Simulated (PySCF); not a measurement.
# One shape, several levels: InSiH5 (SMILES [SiH3][InH2])

Wanted: a comparison of 6 runs (HF/3-21G, HF/def2-SVP, wB97X/STO-3G, TPSSh/3-21G, PBE0/def2-SVP, MP2/def2-SVP) of InSiH5. The job is set up through a Python script.

Program for the calculation: PySCF 2.14.0.

## (1) The system as given

InSiH5: 7 atoms, total charge 0, spin state singlet. SMILES: `[SiH3][InH2]`. Geometry: relaxed at PBE0-D4/def2-TZVP.

Bond lengths: Si1–In2 2.575 Å, Si1–H3 1.488 Å, Si1–H4 1.491 Å, Si1–H5 1.491 Å, In2–H6 1.729 Å, In2–H7 1.730 Å. Angles: Si1–In2–H6 122.1°, Si1–In2–H7 119.9°, In2–Si1–H3 113.2°, In2–Si1–H4 110.5°, In2–Si1–H5 110.1°, H6–In2–H7 118.0°, H3–Si1–H4 107.8°, H3–Si1–H5 107.7°, H4–Si1–H5 107.3°.

## (2) Energy and forces at HF/3-21G (run 1)

The input, calc.py:

```python
# [SiH3][InH2]
from pyscf import gto, scf

molecule = gto.Mole()
molecule.atom = '''
Si      -0.667100      -0.641500      -0.642100
In       0.830800       0.837600       0.840500
H       -2.119900      -0.371100      -0.463600
H       -0.432000      -2.083300      -0.345900
H       -0.338000      -0.425500      -2.080000
H        0.179100       2.062100       1.872000
H        2.547100       0.621800       0.819100
'''
molecule.spin = 0
molecule.basis = '3-21g'
molecule.max_memory = 1860
molecule.verbose = 4
molecule.build()

mf = scf.RHF(molecule)
mf.conv_tol = 1e-10
mf.kernel()
if not mf.converged:
    mf = mf.newton().run(mf.mo_coeff, mf.mo_occ)

e_tot = mf.e_tot
print(f'total energy: {e_tot:.8f} hartree')
grad = mf.nuc_grad_method().kernel()
mf.analyze()
```

Launch:

```
$ OMP_NUM_THREADS=1 python calc.py
```

The program printed:

```text
PySCF version 2.14.0

[... 58 lines left out ...]
total energy: -6004.98540415 hartree
[... 19 lines left out ...]
DFT Exchange-Correlation Energy =     -175.798233212879495
[... 7 lines left out ...]
MO #6   energy= -68.2729846868073  occ= 2
[... 5 lines left out ...]
MO #12  energy= -17.4968627820477  occ= 2
[... 5 lines left out ...]
MO #18  energy= -4.18364828850966  occ= 2
[... 5 lines left out ...]
MO #24  energy= -1.10623498153345  occ= 2
[... 5 lines left out ...]
MO #30  energy= -0.532521575150507 occ= 2
[... 5 lines left out ...]
MO #36  energy= 0.116315339194554  occ= 0
[... 5 lines left out ...]
MO #42  energy= 0.283268749107836  occ= 0
[... 5 lines left out ...]
MO #48  energy= 0.517924831527481  occ= 0
[... 5 lines left out ...]
MO #54  energy= 1.39215210896134   occ= 0
[... 25 lines left out ...]
pop of  1 In 3py          1.99993
pop of  1 In 3pz          1.99993
pop of  1 In 4px          1.99961
pop of  1 In 4py          1.99946
pop of  1 In 4pz          1.99942
pop of  1 In 5px          0.76468
pop of  1 In 5py          0.42780
pop of  1 In 5pz          0.34359
pop of  1 In 6px          0.01157
pop of  1 In 6py          0.00823
pop of  1 In 6pz          0.00743
pop of  1 In 3dxy         1.99996
pop of  1 In 3dyz         1.99993
pop of  1 In 3dz^2        1.99997
pop of  1 In 3dxz         1.99996
pop of  1 In 3dx2-y2      1.99994
pop of  1 In 4dxy         1.99877
pop of  1 In 4dyz         1.99752
pop of  1 In 4dz^2        1.99907
pop of  1 In 4dxz         1.99902
pop of  1 In 4dx2-y2      1.99783
pop of  2 H 1s            1.08556
pop of  2 H 2s            0.00131
pop of  3 H 1s            1.08542
pop of  3 H 2s            0.00130
pop of  4 H 1s            1.08550
pop of  4 H 2s            0.00130
pop of  5 H 1s            1.13546
pop of  5 H 2s            0.00072
pop of  6 H 1s            1.13617
pop of  6 H 2s            0.00074
 ** Mulliken atomic charges  **
charge of    0Si =      0.11423
charge of    1In =      0.41923
charge of    2H =     -0.08686
charge of    3H =     -0.08672
charge of    4H =     -0.08680
charge of    5H =     -0.13618
charge of    6H =     -0.13691
Dipole moment(X, Y, Z, Debye):  0.32600,  0.37768,  0.38154
```

Run time: 2.4 s. Hardware: 1 thread of Intel Xeon Platinum 8375C at 2.90GHz (Ice Lake), shared host; peak memory 0.13 GiB.

## (3) Energy and gradient at HF/def2-SVP (core potential) (run 2)

The input, run.py:

```python
from pyscf import gto

system = gto.M(
    atom=[
    ('Si', (-0.667100, -0.641500, -0.642100)),
    ('In', (0.830800, 0.837600, 0.840500)),
    ('H', (-2.119900, -0.371100, -0.463600)),
    ('H', (-0.432000, -2.083300, -0.345900)),
    ('H', (-0.338000, -0.425500, -2.080000)),
    ('H', (0.179100, 2.062100, 1.872000)),
    ('H', (2.547100, 0.621800, 0.819100)),
],
    basis='def2-svp',
    verbose=4,
    charge=0,
    max_memory=1860,
    ecp={'In': 'def2-svp'},
)

calc0 = system.RHF()
calc0.conv_tol = 1e-10
calc0.kernel()
if not calc0.converged:
    calc0 = calc0.newton().run(calc0.mo_coeff, calc0.mo_occ)

e_final = calc0.e_tot
print('E = %.10f Eh' % e_final)
grad = calc0.nuc_grad_method().kernel()
dip = calc0.dip_moment()
pop, q = calc0.mulliken_pop()
```

Launch:

```
$ OMP_NUM_THREADS=1 python run.py
```

The program printed:

```text
PySCF version 2.14.0

[... 59 lines left out ...]
converged SCF energy = -480.922399161257
[... 14 lines left out ...]
Dipole moment(X, Y, Z, Debye):  0.06583,  0.13837,  0.14333
[... 38 lines left out ...]
pop of  1 In 4dxz         1.94168
pop of  1 In 4dx2-y2      1.93786
pop of  1 In 5dxy         0.07880
pop of  1 In 5dyz         0.07211
pop of  1 In 5dz^2        0.06441
pop of  1 In 5dxz         0.07428
pop of  1 In 5dx2-y2      0.08113
pop of  2 H 1s            0.73641
pop of  2 H 2s            0.38143
pop of  2 H 2px           0.00940
pop of  2 H 2py           0.00106
pop of  2 H 2pz           0.00090
pop of  3 H 1s            0.73516
pop of  3 H 2s            0.38582
pop of  3 H 2px           0.00099
pop of  3 H 2py           0.00922
pop of  3 H 2pz           0.00113
pop of  4 H 1s            0.73504
pop of  4 H 2s            0.38645
pop of  4 H 2px           0.00119
pop of  4 H 2py           0.00098
pop of  4 H 2pz           0.00916
pop of  5 H 1s            0.66880
pop of  5 H 2s            0.50792
pop of  5 H 2px           0.00163
pop of  5 H 2py           0.00368
pop of  5 H 2pz           0.00274
pop of  6 H 1s            0.66827
pop of  6 H 2s            0.50843
pop of  6 H 2px           0.00679
pop of  6 H 2py           0.00068
pop of  6 H 2pz           0.00055
 ** Mulliken atomic charges  **
charge of    0Si =      0.29938
charge of    1In =      0.46444
charge of    2H =     -0.12920
charge of    3H =     -0.13232
charge of    4H =     -0.13282
charge of    5H =     -0.18477
charge of    6H =     -0.18471
```

It took 3.9 s on 1 thread of Intel Xeon Platinum 8375C at 2.90GHz (Ice Lake), shared host; peak memory 0.14 GiB.

Run 3 isn't shown in full; the table further down has it.

## (4) Energy and forces at TPSSh/3-21G (run 4)

The input, geometry.xyz:

```xyz
7
H5InSi
Si    -0.667100    -0.641500    -0.642100
In     0.830800     0.837600     0.840500
H     -2.119900    -0.371100    -0.463600
H     -0.432000    -2.083300    -0.345900
H     -0.338000    -0.425500    -2.080000
H      0.179100     2.062100     1.872000
H      2.547100     0.621800     0.819100
```

The input, input.py:

```python
from pyscf import gto, dft

mol = gto.M(
    atom='geometry.xyz',
    max_memory=1860,
    charge=0,
    basis='3-21g',
    verbose=4,
)

ks = dft.RKS(mol, xc='tpssh')
ks.conv_tol = 1e-10
ks.grids.level = 5
ks.kernel()
if not ks.converged:
    ks = ks.newton().run(ks.mo_coeff, ks.mo_occ)

energy = ks.e_tot
print('E(%s) = %.9f' % ('TPSSH', energy))
grad = ks.nuc_grad_method().kernel()
ks.analyze()
```

Launch:

```
$ OMP_NUM_THREADS=1 python input.py
```

The program printed:

```text
PySCF version 2.14.0

[... 70 lines left out ...]
converged SCF energy = -6007.8840834877
[... 21 lines left out ...]
DFT Exchange-Correlation Energy =     -178.672881478759251
[... 7 lines left out ...]
MO #6   energy= -65.5024103921537  occ= 2
[... 5 lines left out ...]
MO #12  energy= -16.1643663059855  occ= 2
[... 5 lines left out ...]
MO #18  energy= -3.51912819768833  occ= 2
[... 5 lines left out ...]
MO #24  energy= -0.789762548033016 occ= 2
[... 5 lines left out ...]
MO #30  energy= -0.388724670889547 occ= 2
[... 5 lines left out ...]
MO #36  energy= 0.00619326206213944 occ= 0
[... 5 lines left out ...]
MO #42  energy= 0.14188642992062   occ= 0
[... 5 lines left out ...]
MO #48  energy= 0.35393565581874   occ= 0
[... 5 lines left out ...]
MO #54  energy= 1.1563033044067    occ= 0
[... 25 lines left out ...]
pop of  1 In 3py          1.99989
pop of  1 In 3pz          1.99988
pop of  1 In 4px          1.99961
pop of  1 In 4py          1.99951
pop of  1 In 4pz          1.99948
pop of  1 In 5px          0.76271
pop of  1 In 5py          0.42759
pop of  1 In 5pz          0.34383
pop of  1 In 6px          0.01289
pop of  1 In 6py          0.00868
pop of  1 In 6pz          0.00765
pop of  1 In 3dxy         1.99995
pop of  1 In 3dyz         1.99991
pop of  1 In 3dz^2        1.99996
pop of  1 In 3dxz         1.99996
pop of  1 In 3dx2-y2      1.99992
pop of  1 In 4dxy         1.99788
pop of  1 In 4dyz         1.99587
pop of  1 In 4dz^2        1.99836
pop of  1 In 4dxz         1.99831
pop of  1 In 4dx2-y2      1.99642
pop of  2 H 1s            1.05717
pop of  2 H 2s            0.00209
pop of  3 H 1s            1.05518
pop of  3 H 2s            0.00203
pop of  4 H 1s            1.05501
pop of  4 H 2s            0.00202
pop of  5 H 1s            1.10120
pop of  5 H 2s            0.00033
pop of  6 H 1s            1.10195
pop of  6 H 2s            0.00035
 ** Mulliken atomic charges  **
charge of    0Si =      0.05145
charge of    1In =      0.32590
charge of    2H =     -0.05926
charge of    3H =     -0.05721
charge of    4H =     -0.05704
charge of    5H =     -0.10153
charge of    6H =     -0.10230
Dipole moment(X, Y, Z, Debye):  0.23177,  0.25203,  0.25342
```

Run time: 13 s. Hardware: 1 thread of Intel Xeon Platinum 8375C at 2.90GHz (Ice Lake), shared host; peak memory 0.56 GiB.

Run 5 isn't shown in full; the table further down has it.

## (5) Energy and gradient at MP2/def2-SVP (core potential) (run 6)

The input, job.py:

```python
from pyscf import gto, scf, mp

mol = gto.M(
    atom=[
    ('Si', (-0.667100, -0.641500, -0.642100)),
    ('In', (0.830800, 0.837600, 0.840500)),
    ('H', (-2.119900, -0.371100, -0.463600)),
    ('H', (-0.432000, -2.083300, -0.345900)),
    ('H', (-0.338000, -0.425500, -2.080000)),
    ('H', (0.179100, 2.062100, 1.872000)),
    ('H', (2.547100, 0.621800, 0.819100)),
],
    verbose=3,
    max_memory=1860,
    ecp={'In': 'def2-svp'},
    basis='def2-svp',
)

hf = scf.RHF(mol)
hf.conv_tol = 1e-10
hf.kernel()
if not hf.converged:
    hf = hf.newton().run(hf.mo_coeff, hf.mo_occ)

pt = mp.MP2(hf, frozen=9).run()
etot = pt.e_tot
print('E = %.10f Eh' % etot)
grad = pt.nuc_grad_method().kernel()
hf.analyze()
```

Launch:

```
$ OMP_NUM_THREADS=1 python job.py
```

The program printed:

```text
converged SCF energy = -480.922399161257
E(RMP2) = -481.120625068651  E_corr = -0.198225907394194
E(SCS-RMP2) = -481.132729830501  E_corr = -0.210330669244093
E = -481.1206250687 Eh
--------------- RMP2 gradients ---------------
         x                y                z
0 Si     0.0032335762     0.0034756287     0.0034771602
1 In    -0.0023954584    -0.0024523562    -0.0024868330
2 H    -0.0013488533     0.0002384802     0.0001455523
3 H     0.0003208525    -0.0012466476     0.0003074750
4 H     0.0004040146     0.0002419567    -0.0012041799
5 H     0.0002342900    -0.0003561120    -0.0002892072
6 H    -0.0004484216     0.0000990503     0.0000500326
----------------------------------------------
**** MO energy ****
MO #1   energy= -68.7476836618902  occ= 2
MO #2   energy= -6.12062432370208  occ= 2
MO #3   energy= -5.38883531919289  occ= 2
MO #4   energy= -4.23058786710665  occ= 2
MO #5   energy= -4.23054328845623  occ= 2
MO #6   energy= -4.23042210881878  occ= 2
MO #7   energy= -3.64973110050201  occ= 2
MO #8   energy= -3.64049229588846  occ= 2
MO #9   energy= -3.63982709007157  occ= 2
MO #10  energy= -1.03666983422597  occ= 2
MO #11  energy= -1.03009988343168  occ= 2
MO #12  energy= -1.02899698888954  occ= 2
MO #13  energy= -1.02599150045396  occ= 2
MO #14  energy= -1.02341771743776  occ= 2
MO #15  energy= -0.712112406152492 occ= 2
MO #16  energy= -0.543499787580103 occ= 2
MO #17  energy= -0.479791184164532 occ= 2
MO #18  energy= -0.47906855021688  occ= 2
MO #19  energy= -0.403090956886192 occ= 2
MO #20  energy= -0.357334400109998 occ= 2
MO #21  energy= 0.0162315538861932 occ= 0
MO #22  energy= 0.119611880362023  occ= 0
MO #23  energy= 0.127794730315702  occ= 0
MO #24  energy= 0.149410679474274  occ= 0
MO #25  energy= 0.179063880184959  occ= 0
MO #26  energy= 0.194388388527277  occ= 0
MO #27  energy= 0.210839679271258  occ= 0
MO #28  energy= 0.279762967738182  occ= 0
MO #29  energy= 0.30296496779908   occ= 0
MO #30  energy= 0.31933114952695   occ= 0
MO #31  energy= 0.331659831241996  occ= 0
MO #32  energy= 0.420391637966795  occ= 0
MO #33  energy= 0.439251371189678  occ= 0
MO #34  energy= 0.47231361663043   occ= 0
MO #35  energy= 0.492037673645222  occ= 0
MO #36  energy= 0.510390195792391  occ= 0
MO #37  energy= 0.528246314955226  occ= 0
MO #38  energy= 0.554194721926179  occ= 0
MO #39  energy= 0.59781169790371   occ= 0
MO #40  energy= 0.705309724704192  occ= 0
MO #41  energy= 0.715255892637639  occ= 0
MO #42  energy= 0.728831415624458  occ= 0
MO #43  energy= 0.748989390874144  occ= 0
MO #44  energy= 0.759295172148806  occ= 0
MO #45  energy= 0.794569210341707  occ= 0
MO #46  energy= 0.865628630903856  occ= 0
MO #47  energy= 1.03899314820482   occ= 0
MO #48  energy= 1.10738894334002   occ= 0
MO #49  energy= 1.16384702442615   occ= 0
MO #50  energy= 1.17349732207895   occ= 0
MO #51  energy= 1.64009906102884   occ= 0
MO #52  energy= 1.71472141892993   occ= 0
MO #53  energy= 1.74994984348786   occ= 0
MO #54  energy= 1.78146633971645   occ= 0
MO #55  energy= 1.81713514872826   occ= 0
MO #56  energy= 1.82074043902183   occ= 0
MO #57  energy= 1.90941864770801   occ= 0
MO #58  energy= 1.93717500717932   occ= 0
MO #59  energy= 1.99688338970289   occ= 0
MO #60  energy= 1.99791407021442   occ= 0
MO #61  energy= 2.08823863536669   occ= 0
MO #62  energy= 2.2019606603873    occ= 0
MO #63  energy= 2.27599517931735   occ= 0
MO #64  energy= 2.47811857816744   occ= 0
MO #65  energy= 2.48357508025656   occ= 0
MO #66  energy= 16.399067790947    occ= 0
MO #67  energy= 16.813962626198    occ= 0
MO #68  energy= 17.1328935294627   occ= 0
MO #69  energy= 61.6726541600816   occ= 0
 ** Mulliken atomic charges  **
charge of    0Si =     -0.25037
charge of    1In =      1.84613
charge of    2H =     -0.12492
charge of    3H =     -0.12096
charge of    4H =     -0.12026
charge of    5H =     -0.61455
charge of    6H =     -0.61508
Dipole moment(X, Y, Z, Debye):  0.06583,  0.13837,  0.14333
```

It took 6 s on 1 thread of Intel Xeon Platinum 8375C at 2.90GHz (Ice Lake), shared host; peak memory 0.4 GiB.

## (6) All runs side by side

```tsv
run	level	core potential	integration grid	energy (Eh)	dipole moment (D) of the reference	HOMO energy (eV)	LUMO energy (eV)	wall time
1	HF/3-21G	–	–	-6004.985404	0.63	-9.70	0.42	2.4 s
2	HF/def2-SVP (core potential)	def2-svp	–	-480.922399	0.21	-9.72	0.44	3.9 s
3	wB97X/STO-3G	–	5	-5974.126285	0.37	-6.93	3.90	13 s
4	TPSSh/3-21G	–	5	-6007.884083	0.43	-6.92	-2.31	13 s
5	PBE0/def2-SVP (core potential)	def2-svp	5	-482.367138	0.17	-7.38	-2.11	14 s
6	MP2/def2-SVP (core potential)	def2-svp	–	-481.120625	0.21	-9.72	0.44	6 s
```

## (7) Summary of results

| quantity | value |
| --- | --- |
| run 6: total energy | -481.12063 Eh |
| run 6: dipole moment (Hartree–Fock density) | 0.21 D |
| run 6: HOMO energy (Hartree–Fock orbitals) | -9.72 eV |
| run 6: LUMO energy (Hartree–Fock orbitals) | 0.44 eV |
| run 6: HOMO–LUMO gap (Hartree–Fock orbitals) | 10.17 eV |
| run 6: correlation energy (9 core orbitals frozen) | -198.2 mEh |
| run 6: largest force on an atom | 0.303 eV/Å |

What this shows: Over runs 1, 2, 3, 4, 5 the dipole moment (its size) runs from 0.17 D (PBE0/def2-SVP) to 0.63 D (HF/3-21G). The two ends differ in method and basis and core potential. Over runs 1, 2, 3, 4, 5 the HOMO–LUMO gap runs from 4.61 eV (TPSSh/3-21G) to 10.83 eV (wB97X/STO-3G). The two ends differ in method and basis. Totals of different functionals can't be ranked against each other. Some runs of one species differ in core potentials or relativity; totals across that change don't compare. In run 3 the basis is minimal, so the values are rough. In runs 1, 3, 4 relativity is left out where basis or elements ask for it. All runs together took 53 s, the longest 14 s.
